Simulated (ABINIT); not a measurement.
The system is NbTe.

```
Nb Te
1.0
     3.42570    0.00000    0.00000
     0.00000    3.42570    0.00000
     0.00000    0.00000    3.42570
Nb Te
1 1
Direct
  0.50000 0.50000 0.50000
  0.00000 0.00000 0.00000
```

The cell was built by a generator and needn't be a form met in nature.

| Quantity | Value |
| --- | --- |
| Program | ABINIT 10.8.3 (patched build) |
| Task | single point |
| Functional | PBE |
| Potentials or basis | JTH PAW PBE v2.0 |
| Cutoff | 435 eV |
| k mesh | 8 × 8 × 8 |
| Occupations | fermi-dirac, width 0.05 eV |
| Spin | no spin polarisation |

On this cell: pressure 1.1 GPa; largest force zero by symmetry; band gap on the k mesh none (metal or under the smearing width).

The same run follows on a disturbed copy (atoms moved at random, drawn with an rms of 0.05 Å):

```
Nb Te
1.0
     3.42570    0.00000    0.00000
     0.00000    3.42570    0.00000
     0.00000    0.00000    3.42570
Nb Te
1 1
Direct
  0.49310 0.50006 0.49491
  0.00901 0.99416 0.00821
```

Question: What changes?

Answer: The energy (extrapolated to zero smearing) moves by +5.2 meV/atom; pressure 1.3 GPa; largest force 0.287 eV/Å; band gap on the k mesh none (metal or under the smearing width).

Forces on the atoms (eV/Å):
```
Nb   0.212 -0.079  0.177
Te  -0.212  0.079 -0.177
```

Stress tensor (GPa, compression positive):
```
 1.30 -0.17  0.38
-0.17  1.32 -0.14
 0.38 -0.14  1.31
```
